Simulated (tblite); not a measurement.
# C6H10NP: the cost of one run

Programs: tblite 0.8.0 and PySCF 2.14.0, with routines of our own; each step states its level. All values are computed. Atoms count from 0.

### 1 The starting structure

18 atoms, charge 0, multiplicity 1; geometry from: start built from the parent or by distance geometry.

### 2 Geometry optimisation with GFN2-xTB

Job settings and geometry (Å):

```
{"job": {"kind": "relax", "xc": "GFN2-xTB", "basis": "xTB"}, "charge": 0, "multiplicity": 1}
C      3.877700    -0.877700     0.577100
C      2.841800    -0.224900     0.422500
C      1.645600     0.553200     0.272900
P      0.201700    -0.320100     1.035600
N     -0.054600    -1.560700    -0.091800
C     -1.158600     0.831700     0.637800
C     -1.816600     0.854900    -0.707500
C     -2.541700     0.328600     0.509700
H      4.764800    -1.444700     0.704100
H      1.737100     1.531900     0.761900
H      1.427800     0.738900    -0.799600
H      0.727600    -2.213300    -0.122100
H     -0.875200    -2.120700     0.154100
H     -1.031000     1.790100     1.137200
H     -2.132900     1.825900    -1.095300
H     -1.523800     0.145100    -1.440900
H     -3.353500     0.930400     0.917200
H     -2.753500    -0.756000     0.543700
```

Run with:

```
$ OMP_NUM_THREADS=1 python redox_run.py task.json out
```

The driver reads the jobs from task.json and runs them one after another.

**Question.** How long does this first job take on 1 thread of Intel Xeon Platinum 8259CL at 2.50GHz, shared host?

About 3.4 s.
